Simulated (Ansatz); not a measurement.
# CH2Ge (quintet): from Hartree-Fock to the top rungs, cc-pVDZ

How much of the correlation energy of CH2Ge (quintet) does each wave-function method recover here?

The runs use Ansatz 0.2.0, Gaussian basis; cc-pVDZ, core rule «outside noble gas», up to 15 orbitals frozen.

Plan: UHF; CCSD(T) on ROHF; CCSD(T) on UHF; BCCD(T) on ROHF; CISD; CCSDT(Q) on ROHF; CCSDT(Q) on UHF; CCSDTQ on ROHF; CASSCF and MRCISD+Q, 10 electrons in 10 orbitals; CASSCF and NEVPT2, 10 electrons in 10 orbitals.

4 further runs of the same task are left out: 4 set aside as unsound or not needed.

## Step 1: The geometry

The geometry is a PBE0/def2-TZVP stationary point (not a proven minimum) of the parent state, kept for this charge and spin. No spin-orbit coupling is included. The filled d shell of Ge may be among the frozen orbitals whatever the setting's name suggests; the logs give the count.

4 atoms, charge 0, spin multiplicity 5.

Atoms are counted from 1 here; the program's logs count them from 0.

Bond lengths: Ge1–C2 1.957 Å, C2–H3 1.091 Å, C2–H4 1.091 Å. Angles: Ge1–C2–H3 123.6°, Ge1–C2–H4 123.6°, H3–C2–H4 112.9°.

## Step 2: UHF

Input file in.yaml:

```yaml
crystal:
  periodic: [false, false, false]
  atoms:
    - {symbol: Ge, position_ang: [0.000000, 0.000000, 0.330803]}
    - {symbol: C, position_ang: [0.000000, 0.000000, -1.626483]}
    - {symbol: H, position_ang: [0.000000, 0.908852, -2.229454]}
    - {symbol: H, position_ang: [0.000000, -0.908852, -2.229454]}
basis:
  gaussian: {orbitals: cc-pVDZ}
magnetization: {spin_polarized: true, initial_magnetization: 4}
hamiltonian: {xc: hf}
output: {orbitals: {seedname: orbitals}}
```

Run with:

```console
$ ansatz run in.yaml --threads 1 --pin off --events-out ev --progress --plain --max-ram 2816MiB --backend cpu
```

After this run come: CCSD(T) on ROHF; CCSD(T) on UHF; BCCD(T) on ROHF; CISD; CCSDT(Q) on ROHF; CCSDT(Q) on UHF; CCSDTQ on ROHF; CASSCF and MRCISD+Q, 10 electrons in 10 orbitals; CASSCF and NEVPT2, 10 electrons in 10 orbitals.

Before running them: what should the planned runs give, taken together? Wanted: RCCSDTQ below the RHF energy; RMP2 from RCCSDTQ; UMP2 from RCCSDTQ; RCCSD from RCCSDTQ; RCCSD(T) from RCCSDTQ; UCCSD(T) from RCCSDTQ; RCCSDT(Q) from RCCSDTQ; UCCSDT(Q) from RCCSDTQ; NEVPT2 valence from RCCSDTQ.

The runs gave:

| quantity | value |
| --- | --- |
| RCCSDTQ below the RHF energy | -5.2397 eV |
| RMP2 from RCCSDTQ | +89.6 kJ/mol |
| UMP2 from RCCSDTQ | +89.5 kJ/mol |
| RCCSD from RCCSDTQ | +15.4 kJ/mol |
| RCCSD(T) from RCCSDTQ | +2.8 kJ/mol |
| UCCSD(T) from RCCSDTQ | +0.9 kJ/mol |
| RCCSDT(Q) from RCCSDTQ | 0.0 kJ/mol |
| UCCSDT(Q) from RCCSDTQ | -2.0 kJ/mol |
| NEVPT2 valence from RCCSDTQ | +82.5 kJ/mol |
| MRCISD+Q valence from RCCSDTQ | +2.5 kJ/mol |
| levels within 1 kcal/mol (43 meV) | RCCSD(T), UCCSD(T), BCCD(T), RCCSDT, UCCSDT, RCCSDT(Q), UCCSDT(Q), MRCISD+Q valence |
| T1 diagnostic | 0.023 |
| effectively unpaired electrons | 4.01 |

In words: RCCSD(T) lands +2.8 kJ/mol from the yardstick (0.6 % of the correlation energy). CCSD(T) misses by +2.8 kJ/mol on the restricted determinant and by +0.9 kJ/mol on the unrestricted one; the two need not hold the same state or core. One determinant dominates. Of the multireference levels listed MRCISD+Q valence comes nearest in total energy (+2.5 kJ/mol), which doesn't show that its space is the better one. These misses are within one basis, not against nature; the frozen cores of restricted and unrestricted runs differ, which can shift their rows.
